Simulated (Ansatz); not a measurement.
# AlGeH₅: a ladder of functionals and wavefunction methods

How much do the methods differ for AlGeH₅? The plan is to run it at one geometry with functionals of several rungs and with coupled cluster, and see how far each lands from CCSD(T) at the basis-set limit for the atomisation energy.

Method: functionals in def2-TZVPP, the program's frozen cores in correlated methods; program: Ansatz 0.2.0, Gaussian basis.

The runs, in order: LDA (SPW92), PBE-D4, revPBE-D4, BLYP-D4, r2SCAN-D4, B97M-V, PBE0-D4, B3LYP-D4, r2SCANh-D4, r2SCAN0-D4, HSE06-D4, BHLYP-D4, CAM-B3LYP-D4, LC-ωPBE, ωB97X-V, ωB97M-V, B2PLYP, PBE-QIDH; CCSD(T)/def2-SVP; CCSD(T)/def2-TZVPP; MP2/def2-QZVPP; extrapolation to the limit; RPA on PBE.

## Step 1: Structure used throughout

The geometry comes from an earlier relaxation with PBE0-D4 in a triple-zeta def2 set; it is a stationary point, not always the lowest conformer.

SMILES `[AlH2][GeH3]`, 7 atoms, charge 0, spin multiplicity 1.

Atoms are counted from 1 here; the program's logs count them from 0.

Bond lengths: Al1–Ge2 2.477 Å, Al1–H3 1.588 Å, Al1–H4 1.588 Å, Ge2–H5 1.541 Å, Ge2–H6 1.544 Å, Ge2–H7 1.541 Å. Angles: Ge2–Al1–H3 120.3°, Ge2–Al1–H4 120.3°, H3–Al1–H4 119.4°, Al1–Ge2–H5 113.2°, Al1–Ge2–H6 110.3°, Al1–Ge2–H7 113.1°, H5–Ge2–H6 106.3°, H5–Ge2–H7 107.2°, H6–Ge2–H7 106.3°.

## Step 2: LDA

This LDA is Slater exchange with PW92 correlation.

File in.yaml:

```yaml
crystal:
  periodic: [false, false, false]
  atoms:
    - {symbol: Al, position_ang: [-0.310022, -1.404222, 0.123795]}
    - {symbol: Ge, position_ang: [0.252854, 0.995624, -0.122784]}
    - {symbol: H, position_ang: [0.625164, -2.362328, 0.977121]}
    - {symbol: H, position_ang: [-1.622518, -1.993341, -0.547749]}
    - {symbol: H, position_ang: [-0.281015, 1.612459, -1.430138]}
    - {symbol: H, position_ang: [-0.371619, 1.813381, 1.028708]}
    - {symbol: H, position_ang: [1.768456, 1.270328, -0.074553]}
basis:
  gaussian: {orbitals: def2-TZVPP}
hamiltonian: {xc: lda}
output: {orbitals: {seedname: orbitals}}
```

The runs that follow: PBE-D4 (GGA); revPBE-D4 (GGA); BLYP-D4 (GGA); r2SCAN-D4 (meta-GGA); B97M-V (meta-GGA); PBE0-D4 (hybrid); B3LYP-D4 (hybrid); r2SCANh-D4 (hybrid); r2SCAN0-D4 (hybrid); HSE06-D4 (hybrid); BHLYP-D4 (hybrid); CAM-B3LYP-D4 (range-separated); LC-ωPBE-D4 (range-separated); ωB97X-V (range-separated); ωB97M-V (range-separated); B2PLYP (double hybrid); PBE-QIDH (double hybrid); CCSD(T) in def2-SVP; CCSD(T) in def2-TZVPP; MP2 in def2-QZVPP; RPA on PBE orbitals.

**Question.** What will the summary of the whole plan be? Wanted: atomisation energy, CCSD(T)/CBS; farthest beyond LDA; mean size of error, GGA; mean size of error, meta-GGA; mean size of error, hybrid; mean size of error, range-separated; mean size of error, double hybrid; gap, smallest and largest; T1 diagnostic.

As calculated:

| quantity | value |
| --- | --- |
| atomisation energy, CCSD(T)/CBS | 17.625 eV |
| functionals within 0.176 eV (1.0 %) | r2SCAN-D4, r2SCANh-D4, CAM-B3LYP-D4, ωB97X-V |
| farthest beyond LDA | revPBE-D4 (-0.803 eV) |
| mean size of error, GGA | 0.638 eV |
| mean size of error, meta-GGA | 0.227 eV |
| mean size of error, hybrid | 0.321 eV |
| mean size of error, range-separated | 0.202 eV |
| mean size of error, double hybrid | 0.421 eV |
| gap, smallest and largest | 3.58 eV (LDA (SPW92)), 10.09 eV (LC-ωPBE) |
| T1 diagnostic | 0.0119 |
| triples share of the correlation energy | 2.9 % |

The LDA atomisation energy is off by 1.532 eV (9 %): it overbinds. PBE-D4 misses by -0.590 eV. Double hybrids carry the basis error of their MP2 part in triple zeta, and no dispersion term here, so their miss is partly the set-up's. By mean error the best rung here is range-separated (0.202 eV) and the worst beyond LDA is GGA (0.638 eV). The gap between the best rungs is small, so their order is not settled. The reference freezes the cores and leaves out relativity and excitations past (T), and its outer-core shells are covered unevenly, so misses under about 0.176 eV can't be ranked. Hartree-Fock recovers 75 % of the binding; the rest is correlation. CCSD(T) in def2-SVP is off by -1.081 eV, so the small basis spoils what the method gains. Orbital gaps span 3.6 to 10.1 eV; exact exchange widens them. Correlated methods include outer-core shells of Ge, which these sets cover unevenly.
